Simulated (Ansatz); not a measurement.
# Si₂GeH₈: one species, many methods

Aim: compute Si₂GeH₈ with functionals from several rungs and with coupled cluster. The yardstick is the atomisation energy at the CCSD(T) limit.

The runs use Ansatz 0.2.0, Gaussian basis; functionals in def2-TZVPP, the program's frozen cores in correlated methods.

The runs, in order: LDA (SPW92), PBE-D4, revPBE-D4, BLYP-D4, r2SCAN-D4, B97M-V, PBE0-D4, B3LYP-D4, r2SCANh-D4, r2SCAN0-D4, HSE06-D4, BHLYP-D4, CAM-B3LYP-D4, LC-ωPBE, ωB97X-V, ωB97M-V, B2PLYP, PBE-QIDH; CCSD(T)/def2-SVP; CCSD(T)/def2-TZVPP; MP2/def2-QZVPP; extrapolation to the limit; RPA on PBE.

## (1) The geometry

All runs share one geometry, relaxed beforehand with PBE0-D4 in a triple-zeta def2 set.

SMILES `[SiH3][GeH2][SiH3]`, 11 atoms, charge 0, spin multiplicity 1.

Atoms are counted from 1 here; the program's logs count them from 0.

Bond lengths: Si1–Ge2 2.379 Å, Si1–H4 1.487 Å, Si1–H5 1.487 Å, Si1–H6 1.487 Å, Ge2–Si3 2.379 Å, Ge2–H7 1.541 Å, Ge2–H8 1.541 Å, Si3–H9 1.487 Å, Si3–H10 1.487 Å, Si3–H11 1.487 Å. Angles: Ge2–Si1–H4 109.7°, Ge2–Si1–H5 109.7°, Ge2–Si1–H6 111.0°, H4–Si1–H5 108.6°, H4–Si1–H6 108.8°, H5–Si1–H6 108.8°, Si1–Ge2–Si3 111.0°, Si1–Ge2–H7 109.6°, Si1–Ge2–H8 109.6°, Si3–Ge2–H7 109.6°, Si3–Ge2–H8 109.5°, H7–Ge2–H8 107.5°, Ge2–Si3–H9 111.0°, Ge2–Si3–H10 109.7°, Ge2–Si3–H11 109.7°, H9–Si3–H10 108.8°, H9–Si3–H11 108.8°, H10–Si3–H11 108.6°.

## (2) LDA

This LDA is Slater exchange with PW92 correlation.

File in.yaml:

```yaml
crystal:
  periodic: [false, false, false]
  atoms:
    - {symbol: Si, position_ang: [-1.240730, 1.300062, -0.847944]}
    - {symbol: Ge, position_ang: [-0.347506, -0.027442, 0.912309]}
    - {symbol: Si, position_ang: [1.520926, -1.293402, 0.160724]}
    - {symbol: H, position_ang: [-1.664534, 0.423337, -1.971792]}
    - {symbol: H, position_ang: [-0.201225, 2.240301, -1.344562]}
    - {symbol: H, position_ang: [-2.414698, 2.084526, -0.381957]}
    - {symbol: H, position_ang: [0.080933, 0.883280, 2.078815]}
    - {symbol: H, position_ang: [-1.435595, -0.980176, 1.443464]}
    - {symbol: H, position_ang: [2.082684, -2.120515, 1.261195]}
    - {symbol: H, position_ang: [2.579594, -0.376696, -0.339409]}
    - {symbol: H, position_ang: [1.105351, -2.190374, -0.950142]}
basis:
  gaussian: {orbitals: def2-TZVPP}
hamiltonian: {xc: lda}
output: {orbitals: {seedname: orbitals}}
```

Further steps of the session: PBE-D4 (GGA); revPBE-D4 (GGA); BLYP-D4 (GGA); r2SCAN-D4 (meta-GGA); B97M-V (meta-GGA); PBE0-D4 (hybrid); B3LYP-D4 (hybrid); r2SCANh-D4 (hybrid); r2SCAN0-D4 (hybrid); HSE06-D4 (hybrid); BHLYP-D4 (hybrid); CAM-B3LYP-D4 (range-separated); LC-ωPBE-D4 (range-separated); ωB97X-V (range-separated); ωB97M-V (range-separated); B2PLYP (double hybrid); PBE-QIDH (double hybrid); CCSD(T) in def2-SVP; CCSD(T) in def2-TZVPP; MP2 in def2-QZVPP; RPA on PBE orbitals.

Before running them: what should the planned runs give, taken together? Wanted: atomisation energy, CCSD(T)/CBS; farthest beyond LDA; mean size of error, GGA; mean size of error, meta-GGA; mean size of error, hybrid; mean size of error, range-separated; mean size of error, double hybrid; gap, smallest and largest; T1 diagnostic.

The runs gave:

```
                               quantity                                                                                value
        atomisation energy, CCSD(T)/CBS                                                                       730.6 kcal/mol
functionals within 7.3 kcal/mol (1.0 %)  r2SCAN-D4, B97M-V, B3LYP-D4, r2SCANh-D4, r2SCAN0-D4, CAM-B3LYP-D4, ωB97X-V, ωB97M-V
                    farthest beyond LDA                                                           revPBE-D4 (-25.7 kcal/mol)
                mean size of error, GGA                                                                        19.8 kcal/mol
           mean size of error, meta-GGA                                                                         3.6 kcal/mol
             mean size of error, hybrid                                                                         9.0 kcal/mol
    mean size of error, range-separated                                                                         7.4 kcal/mol
      mean size of error, double hybrid                                                                        14.5 kcal/mol
              gap, smallest and largest                                            5.89 eV (LDA (SPW92)), 12.40 eV (LC-ωPBE)
                          T1 diagnostic                                                                               0.0122
triples share of the correlation energy                                                                                3.3 %
```

In words: The LDA atomisation energy is off by 66.3 kcal/mol (9 %): it overbinds. PBE-D4 is off by -17.3 kcal/mol. Double hybrids carry the basis error of their MP2 part in triple zeta, and no dispersion term here, so their miss is partly the set-up's. Taken by rung, meta-GGA functionals do best (3.6 kcal/mol on average) and GGA ones worst beyond LDA (19.8 kcal/mol). The reference freezes the cores and leaves out relativity and excitations past (T), and its outer-core shells are covered unevenly, so misses under about 7.3 kcal/mol can't be ranked. Hartree-Fock recovers 76 % of the binding; the rest is correlation. CCSD(T) in def2-SVP is off by -49.2 kcal/mol, worse than the median functional, from the basis alone. Orbital gaps span 5.9 to 12.4 eV; exact exchange widens them. Correlated methods include outer-core shells of Ge, which these sets cover unevenly.
